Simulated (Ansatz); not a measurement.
# BFH5NOSi: rigid torsion scan from a Python script

Wanted for BFH5NOSi: a rigid torsion scan.

All numbers are computed with Ansatz 0.2.0 through its Python package. Level of theory: Hartree-Fock/cc-pVDZ.

### 1 Starting point

Bond lengths: N1–B2 1.458 Å, B2–O3 1.457 Å, O3–Si4 1.786 Å, Si4–F5 1.721 Å, N1–H6 1.026 Å, N1–H7 1.067 Å, B2–H8 1.182 Å, Si4–H9 1.484 Å, Si4–H10 1.400 Å. Angles: N1–B2–O3 119.7°, N1–B2–H8 121.0°, O3–B2–H8 119.2°, B2–N1–H6 112.1°, B2–N1–H7 108.5°, H6–N1–H7 106.7°, B2–O3–Si4 106.7°, O3–Si4–F5 104.9°, O3–Si4–H9 110.7°, O3–Si4–H10 110.0°, F5–Si4–H9 108.7°, F5–Si4–H10 109.4°, H9–Si4–H10 112.8°.

The script holds or builds the structure itself.

### 2 The code

The input, torsion_bfh5nosi.py:

```python
"""Energy of BFH5NOSi as one group turns about a bond."""

from dataclasses import dataclass
import warnings

import ansatz as az
from ase import Atoms


@dataclass
class Settings:
    basis: str = "cc-pVDZ"
    xc: str = "hf"
    fmax: float = 0.02


settings = Settings()

warnings.simplefilter("ignore", az.DeckWarning)

atoms = Atoms(["N", "B", "O", "Si", "F", "H", "H", "H", "H", "H"], positions=[
    (-1.7691, -0.4627, 0.1898),
    (-0.3864, -0.9263, 0.1844),
    (0.4664, -0.642, -0.9617),
    (1.4188, 0.8105, -0.5447),
    (0.2803, 2.1006, -0.5416),
    (-2.4361, -1.239, 0.2658),
    (-1.9168, 0.1531, 1.0489),
    (0.0407, -1.5775, 1.0734),
    (1.9984, 0.6847, 0.816),
    (2.3869, 1.0475, -1.5273),
])

# relax first, so that the scan starts from a minimum
first = (
    az.Crystal.molecule_from_ase(atoms).calculation()
    .basis(gaussian=settings.basis)
    .functional(settings.xc)
    .relax(force_tolerance=settings.fmax, max_steps=80)
)
atoms.positions = first.run(threads=1, pin="off").report["positions_ang"]

start = atoms.get_dihedral(1, 2, 3, 4)
energies = {}
for turn in range(0, 360, 30):
    turned = atoms.copy()
    turned.set_dihedral(1, 2, 3, 4, start + turn, indices=[3, 4, 8, 9])
    base = (
        az.Crystal.molecule_from_ase(turned).calculation()
        .basis(gaussian=settings.basis)
        .functional(settings.xc)
    )
    energies[round((start + turn) % 360)] = base.run(threads=1, pin="off").report["free_energy_ev"]
floor = min(energies.values())
print("dihedral B1-O2-Si3-F4 (deg)   E - E(min) (kcal/mol)")
for angle, e in sorted(energies.items()):
    print(f"{angle:8d} {23.060548 * (e - floor):14.3f}  " + "#" * int(30 * (e - floor) / max(max(energies.values()) - floor, 1e-9)))
```

### 3 The input behind the calls

The package turns the script's settings into the engine's input (first run):

```yaml
crystal:
  periodic: [false, false, false]
  atoms:
    - { symbol: "N", position_ang: [-1.7691, -0.4627, 0.1898] }
    - { symbol: B, position_ang: [-0.3864, -0.9263, 0.1844] }
    - { symbol: O, position_ang: [0.4664, -0.642, -0.9617] }
    - { symbol: Si, position_ang: [1.4188, 0.8105, -0.5447] }
    - { symbol: F, position_ang: [0.2803, 2.1006, -0.5416] }
    - { symbol: H, position_ang: [-2.4361, -1.239, 0.2658] }
    - { symbol: H, position_ang: [-1.9168, 0.1531, 1.0489] }
    - { symbol: H, position_ang: [0.0407, -1.5775, 1.0734] }
    - { symbol: H, position_ang: [1.9984, 0.6847, 0.816] }
    - { symbol: H, position_ang: [2.3869, 1.0475, -1.5273] }
basis:
  gaussian:
    orbitals: cc-pVDZ
hamiltonian:
  xc: hf
relax:
  f_tol: 0.02
  max_steps: 80
```

### 4 Running it

Command:

```console
$ python torsion_bfh5nosi.py
```

Standard output:

```text
dihedral B1-O2-Si3-F4 (deg)   E - E(min) (kcal/mol)
      11          0.879  ##################
      41          0.665  ##############
      71          0.447  #########
     101          0.478  ##########
     131          0.875  ##################
     161          1.325  ############################
     191          1.415  ##############################
     221          0.974  ####################
     251          0.306  ######
     281          0.000
     311          0.219  ####
     341          0.662  ##############
```

It took 89 s on 1 thread of Arm Neoverse V1, shared host; peak memory 0.26 GiB.

### 5 Path of the relaxation of run 0

Relaxation path:

```
step  E - E(step 1) (eV)  largest force component (eV/Å)
   1              0.0000                          3.8901
   2             -0.5844                          2.4398
   3             -0.8673                          0.9115
   4             -1.0823                          0.8701
   5             -1.2392                          1.9915
   6             -1.5273                          1.7366
   7             -1.7756                          1.9019
   8             -1.9421                          0.2773
   9             -1.9458                          0.5640
  10             -1.9829                          0.3875
  11             -1.9838                          0.5482
  12             -2.0041                          0.2898
  13             -2.0252                          0.1004
  14             -2.0256                          0.3842
  15             -2.0308                          0.2512
  16             -2.0321                          0.2278
  17             -2.0364                          0.1499
  18             -2.0373                          0.1729
  19             -2.0386                          0.1448
  20             -2.0399                          0.0220
  21             -2.0404                          0.0483
  22             -2.0406                          0.0418
  23             -2.0408                          0.0356
  24             -2.0409                          0.0152
  25             -2.0410                          0.0095
```

Step 1 is the start.

Before: Bond lengths: N1–B2 1.458 Å, B2–O3 1.457 Å, O3–Si4 1.786 Å, Si4–F5 1.721 Å, N1–H6 1.026 Å, N1–H7 1.067 Å, B2–H8 1.182 Å, Si4–H9 1.484 Å, Si4–H10 1.400 Å. Angles: N1–B2–O3 119.7°, N1–B2–H8 121.0°, O3–B2–H8 119.2°, B2–N1–H6 112.1°, B2–N1–H7 108.5°, H6–N1–H7 106.7°, B2–O3–Si4 106.7°, O3–Si4–F5 104.9°, O3–Si4–H9 110.7°, O3–Si4–H10 110.0°, F5–Si4–H9 108.7°, F5–Si4–H10 109.4°, H9–Si4–H10 112.8°.

After: Bond lengths: N1–B2 1.392 Å, B2–O3 1.379 Å, O3–Si4 1.648 Å, Si4–F5 1.630 Å, N1–H6 0.997 Å, N1–H7 0.999 Å, B2–H8 1.204 Å, Si4–H9 1.475 Å, Si4–H10 1.471 Å. Angles: N1–B2–O3 119.3°, N1–B2–H8 120.0°, O3–B2–H8 120.7°, B2–N1–H6 122.8°, B2–N1–H7 122.4°, H6–N1–H7 114.7°, B2–O3–Si4 133.0°, O3–Si4–F5 108.9°, O3–Si4–H9 111.6°, O3–Si4–H10 108.4°, F5–Si4–H9 106.6°, F5–Si4–H10 107.5°, H9–Si4–H10 113.6°.

Run 0 is this relaxation; the runs after it count from 1.

### 6 The engine's runs

The 12 runs, in the order started:

```csv
run,turn (°),energy from run 1 (eV),SCF cycles,CPU time (s)
1,0,0.0000,13,1.1
2,30,0.0095,13,1.2
3,60,0.0287,13,1.1
4,90,0.0381,13,1.1
5,120,0.0288,13,1.1
6,150,0.0194,13,1.1
7,180,0.0207,13,1.1
8,210,0.0380,13,1.1
9,240,0.0574,13,1.1
10,270,0.0614,13,1.1
11,300,0.0422,13,1.1
12,330,0.0133,13,1.1
```

### 7 Results

| quantity | value |
| --- | --- |
| runs compared | 12 |
| range of energy | 0.061 eV |
| lowest point, turn (°) | 0 |

**Reading.** The lowest point lies at a turn of 0°, the highest 0.061 eV (5.9 kJ/mol) above it at 270°. The grid can miss the true lowest and highest points, and the rest of the molecule is held rigid. Run 0: After 24 moves the largest shift is 1.929 Å, of atom 7 (H). So large a move can change the bonding: the results belong to the relaxed structure. The scan is rigid and the energies are electronic, in a modest basis. With rigid groups the curve can differ much from the relaxed path, the start wasn't checked as a minimum of this torsion, and equivalent turns needn't return to the same energy.
